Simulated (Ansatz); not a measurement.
# W2O: the cost of one run

Program: Ansatz 0.2.0. Level of theory: DFT PBE, scalar-relativistic, plane waves, PAW. These are calculated values, not measurements.

4 further runs of the same task are left out: 4 set aside as unsound or not needed.

### 1 Starting point

It takes space group P6/mmm (No. 191, hexagonal). The conventional cell has a = 3.411 Å, b = 3.411 Å, c = 3.683 Å, α = 90.00°, β = 90.00°, γ = 120.00°. W (site symmetry -6m2) has 3 W at 1.97 Å and 6 O at 2.70 Å as nearest neighbours. O (site symmetry 6/mmm) is surrounded by 12 W at 2.70 Å.

Coordinates:

```cif
data_structure
_symmetry_space_group_name_H-M 'P 1'
_symmetry_Int_Tables_number 1
_cell_length_a 3.4109
_cell_length_b 3.4109
_cell_length_c 3.6829
_cell_angle_alpha 90.000
_cell_angle_beta 90.000
_cell_angle_gamma 120.000
_cell_volume 37.11
loop_
_atom_site_label
_atom_site_type_symbol
_atom_site_fract_x
_atom_site_fract_y
_atom_site_fract_z
_atom_site_occupancy
W1 W 0.33333 0.66667 0.50000 1
W2 W 0.66667 0.33333 0.50000 1
O1 O 0.00000 0.00000 0.00000 1
```

(A quick probe on a coarse mesh, which set the mesh and smearing, is not shown.)

### 3 Coarse relaxation

Contents of input.yaml:

```yaml
crystal:
  lattice:
    - [3.4109224435, 0.0, 0.0]
    - [-1.7054612217, 2.9539454864, 0.0]
    - [0.0, 0.0, 3.6828896815]
  atoms:
    - { symbol: W, position: [0.3333333333, 0.6666666667, 0.5] }
    - { symbol: W, position: [0.6666666667, 0.3333333333, 0.5] }
    - { symbol: O, position: [0.0, 0.0, 0.0] }
basis:
  ecutwfc: 420
kpoints:
  mp_grid: { grid: [6, 6, 6] }
hamiltonian:
  xc: pbe
scf:
  occupations: { method: gaussian, width: 0.1 }
  lower_state_search: "off"
output:
  forces: true
  stress: true
  eigenvalues: true
relax:
  adjacent_minimum: "off"
  f_tol: 0.04
  max_steps: 70
  cell: { stress_tol: 0.4 }
```

Launch:

```bash
$ ansatz run input.yaml --threads 1 --pin off --max-ram 2560MiB --backend cpu --events-out ev --progress --plain --runs-dir out
```

**Question.** How long does this run take on 1 thread of Intel Xeon Platinum 8259CL at 2.50GHz (Skylake/Cascade Lake), shared host, and how much memory does it need?

About 39 s, with a peak of 0.4 GiB.
